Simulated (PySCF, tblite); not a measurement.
**C₆H₈OSSi: geometry, infrared bands and NMR shifts**

Wanted: the infrared bands and NMR shifts of C₆H₈OSSi (`C#CC(=C=S)[SiH2]COC`), by calculation.

The runs use tblite 0.8.0 and PySCF 2.14.0, with density-fitted response routines of our own; the level of theory stands in each step. All values are computed, except where a source is named. Atoms count from 0, in the outputs and in this text.

## 1. Starting geometry

17 atoms, charge 0, multiplicity 1; geometry from: force field or distance geometry start.

Bonds of the start (Å): C0–C1 1.20, C1–C2 1.42, C2–C3 1.29, C3–S4 1.81, C2–Si5 1.82, Si5–C6 1.88, C6–O7 1.43, O7–C8 1.42, C0–H9 1.06, Si5–H10 1.49, Si5–H11 1.49, C6–H12 1.10, C6–H13 1.10, C8–H14 1.09, C8–H15 1.10, C8–H16 1.10.

## 2. Optimising the geometry with GFN2-xTB

The job: settings as JSON, then the geometry in Å.

```
{"job": {"kind": "relax", "xc": "GFN2-xTB", "basis": "xTB"}, "charge": 0, "multiplicity": 1}
C      3.172500     0.679400    -2.617600
C      2.515200     0.402800    -1.653300
C      1.773900     0.066700    -0.488300
C      2.030600     0.663400     0.625600
S      2.394100     1.450500     2.215500
Si     0.471700    -1.202200    -0.570300
C     -1.047700    -0.742900     0.441200
O     -1.657400     0.513200     0.119200
C     -2.760500     0.795000     0.968100
H      3.731200     0.937500    -3.474500
H      1.014700    -2.489400    -0.051000
H      0.071600    -1.468200    -1.975600
H     -1.796100    -1.540300     0.324400
H     -0.754300    -0.727300     1.499500
H     -3.536600     0.032800     0.878000
H     -3.197700     1.756700     0.672400
H     -2.432300     0.884100     2.009500
```

The run is started by

```sh
$ OMP_NUM_THREADS=1 python probes_run.py task.json out
```

This one command runs all jobs of the session in turn.

**Question.** This job is followed by: GFN2-xTB harmonic vibrations, gas phase; GIAO PBE0/pcSseg-1 NMR shielding, non-relativistic, gas phase. What will the session give for the following? strongest single infrared mode (GFN2-xTB); zero-point energy (GFN2-xTB); ¹³C shifts against TMS (PBE0/pcSseg-1); ¹H shifts against TMS (PBE0/pcSseg-1, means over atoms taken as alike); ³³S shifts against CS2 (PBE0/pcSseg-1); ²⁹Si shifts against TMS (PBE0/pcSseg-1); ¹⁷O shifts against H2O (PBE0/pcSseg-1).

The runs gave:

| quantity | value |
| --- | --- |
| strongest single infrared mode (GFN2-xTB) | 1852 cm⁻¹, 799 km/mol |
| zero-point energy (GFN2-xTB) | 71.6 kcal/mol |
| ¹³C shifts against TMS (PBE0/pcSseg-1) | 253.0, 93.6, 72.8, 64.9, 63.3, 45.1 ppm |
| ¹H shifts against TMS (PBE0/pcSseg-1, means over atoms taken as alike) | 4.68, 3.38, 3.27, 2.73 ppm |
| ³³S shifts against CS2 (PBE0/pcSseg-1) | 250 ppm |
| ²⁹Si shifts against TMS (PBE0/pcSseg-1) | -35.7 ppm |
| ¹⁷O shifts against H2O (PBE0/pcSseg-1) | 4.8 ppm |

In words: Over 156 steps the energy fell by 1.307 eV; of the close pairs, C3–S4 changed most, 1.811 to 1.555 Å. No mode is imaginary among the 45: a minimum at this level. The strongest single mode, at 1852 cm⁻¹, moves mainly C3. GFN2-xTB is a fitted tight-binding method: band positions and strengths are rough. Its intensities can rank the bands wrongly. At PBE0/pcSseg-1: The largest span, 433 ppm, is at S4, where the paramagnetic term is -806 ppm.
